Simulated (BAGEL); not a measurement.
# AlClFHS (SMILES [F][Al]([SH])[Cl]): a chain of runs

Wanted: energy and forces (B3LYP/x2c-SV(P)all), then energy and forces (B3LYP/x2c-SVPall), then energy and gradient (B3LYP/x2c-TZVPall) of AlClFHS. 

The results are computed with BAGEL 1.2.2.

## Step 1: The molecule

The species is AlClFHS (5 atoms), typed as a singlet with charge 0. As SMILES, `[F][Al]([SH])[Cl]`. The shape is that of a PBE0-D4/def2-TZVP optimisation.

Bond lengths: F1–Al2 1.637 Å, Al2–S3 2.155 Å, Al2–Cl4 2.076 Å, S3–H5 1.345 Å. Angles: F1–Al2–S3 118.4°, F1–Al2–Cl4 119.2°, S3–Al2–Cl4 122.4°, Al2–S3–H5 91.8°.

## Step 2: Energy and gradient at B3LYP/x2c-SV(P)all (DKH2, density fitting with tzvpp-jkfit, property dipole) (run 1)

File job.json:

```json
{ "bagel" : [

{
  "title" : "molecule",
  "basis" : "x2c-sv_p_all.json",
  "df_basis" : "tzvpp-jkfit",
  "angstrom" : "true",
  "dkh" : "true",
  "geometry" : [
    { "atom" : "F", "xyz" : [      -1.074800,      -1.532300,       1.120000 ] },
    { "atom" : "Al", "xyz" : [      -0.434500,      -0.368700,       0.162600 ] },
    { "atom" : "S", "xyz" : [       1.608200,       0.228100,       0.503500 ] },
    { "atom" : "Cl", "xyz" : [      -1.607500,       0.476200,      -1.328000 ] },
    { "atom" : "H", "xyz" : [       1.558300,       1.123100,      -0.499600 ] }
  ]
},

{
  "title" : "force",
  "method" : [
    {
      "title" : "ks",
      "xc_func" : "b3lyp"
    }
  ]
}

]}
```

The basis set x2c-SV(P)all is read from a file made from the Basis Set Exchange's data (not shown).

On the command line:

```bash
BAGEL_NUM_THREADS=1 BAGEL job.json > job.out
```

Standard output:

```text
* using 1 threads per process

  ===============================================================
  ===============================================================

  *** Geometry ***

[... 20 lines left out ...]
    * Removing 8160 points whose weight is below 1.00e-10
[... 13 lines left out ...]
    * SCF iteration converged.
[... 1 line left out ...]
    * Permanent dipole moment:
[... 26 lines left out ...]
    * METHOD: FORCE                                8.70

  ===============================================================
```

It took 9.3 s on 1 thread of Arm Neoverse V2, shared host; peak memory 0.65 GiB.

## Step 3: Energy and forces at B3LYP/x2c-SVPall (DKH2, density fitting with tzvpp-jkfit, property dipole) (run 2)

File dft.json:

```json
{ "bagel": [

{
  "title": "molecule",
  "basis": "x2c-svpall.json",
  "df_basis": "tzvpp-jkfit",
  "angstrom": true,
  "dkh": true,
  "geometry": [
    { "atom": "F", "xyz": [   -1.074800,   -1.532300,    1.120000 ] },
    { "atom": "Al", "xyz": [   -0.434500,   -0.368700,    0.162600 ] },
    { "atom": "S", "xyz": [    1.608200,    0.228100,    0.503500 ] },
    { "atom": "Cl", "xyz": [   -1.607500,    0.476200,   -1.328000 ] },
    { "atom": "H", "xyz": [    1.558300,    1.123100,   -0.499600 ] }
  ]
},
{
  "title": "force",
  "method": [
    {
      "title": "ks",
      "xc_func": "b3lyp"
    }
  ]
}

]}
```

The basis set x2c-SVPall is read from a file made from the Basis Set Exchange's data (not shown).

On the command line:

```bash
BAGEL_NUM_THREADS=1 BAGEL dft.json > dft.out
```

Standard output:

```text
* using 1 threads per process

  ===============================================================
  ===============================================================

  *** Geometry ***

[... 20 lines left out ...]
    * Removing 8160 points whose weight is below 1.00e-10
[... 13 lines left out ...]
    * SCF iteration converged.
[... 1 line left out ...]
    * Permanent dipole moment:
[... 26 lines left out ...]
    * METHOD: FORCE                                8.56

  ===============================================================
```

Run time: 9 s. Hardware: 1 thread of Arm Neoverse V2, shared host; peak memory 0.67 GiB.

## Step 4: Energy and forces at B3LYP/x2c-TZVPall (DKH2, density fitting with tzvpp-jkfit, property dipole) (run 3)

File calc.json:

```json
{ "bagel": [

{
  "title": "molecule",
  "basis": "x2c-tzvpall.json",
  "df_basis": "tzvpp-jkfit",
  "angstrom": true,
  "dkh": true,
  "geometry": [
    { "atom": "F", "xyz": [   -1.074800,   -1.532300,    1.120000 ] },
    { "atom": "Al", "xyz": [   -0.434500,   -0.368700,    0.162600 ] },
    { "atom": "S", "xyz": [    1.608200,    0.228100,    0.503500 ] },
    { "atom": "Cl", "xyz": [   -1.607500,    0.476200,   -1.328000 ] },
    { "atom": "H", "xyz": [    1.558300,    1.123100,   -0.499600 ] }
  ]
},
{
  "title": "force",
  "method": [
    { "title": "ks", "xc_func": "b3lyp", "charge": 0 }
  ]
}

]}
```

The basis set x2c-TZVPall is read from a file made from the Basis Set Exchange's data (not shown).

On the command line:

```bash
BAGEL_NUM_THREADS=1 BAGEL calc.json > calc.out
```

Standard output:

```text
* using 1 threads per process

  ===============================================================
  ===============================================================

  *** Geometry ***

[... 20 lines left out ...]
    * Removing 8160 points whose weight is below 1.00e-10
[... 13 lines left out ...]
    * SCF iteration converged.
[... 1 line left out ...]
    * Permanent dipole moment:
[... 26 lines left out ...]
    * METHOD: FORCE                               18.60

  ===============================================================
```

Run time: 19 s. Hardware: 1 thread of Arm Neoverse V2, shared host; peak memory 1.2 GiB.

## Step 5: What came out

| quantity | value |
| --- | --- |
| run 1, B3LYP/x2c-SV(P)all: total energy | -1204.06870 Eh |
| run 1, B3LYP/x2c-SV(P)all: dipole moment | 1.47 D |
| run 1, B3LYP/x2c-SV(P)all: largest force on an atom | 0.680 eV/Å |
| run 2, B3LYP/x2c-SVPall: total energy | -1204.07457 Eh |
| run 2, B3LYP/x2c-SVPall: dipole moment | 1.47 D |
| run 2, B3LYP/x2c-SVPall: largest force on an atom | 0.680 eV/Å |
| run 3, B3LYP/x2c-TZVPall: total energy | -1204.62629 Eh |
| run 3, B3LYP/x2c-TZVPall: dipole moment | 1.42 D |
| run 3, B3LYP/x2c-TZVPall: largest force on an atom | 0.183 eV/Å |

The largest force (run 1, B3LYP/x2c-SV(P)all) is 0.68 eV/Å: the shape isn't a stationary point for this species at this level. The largest force (run 2, B3LYP/x2c-SVPall) is 0.68 eV/Å: the shape isn't a stationary point for this species at this level.
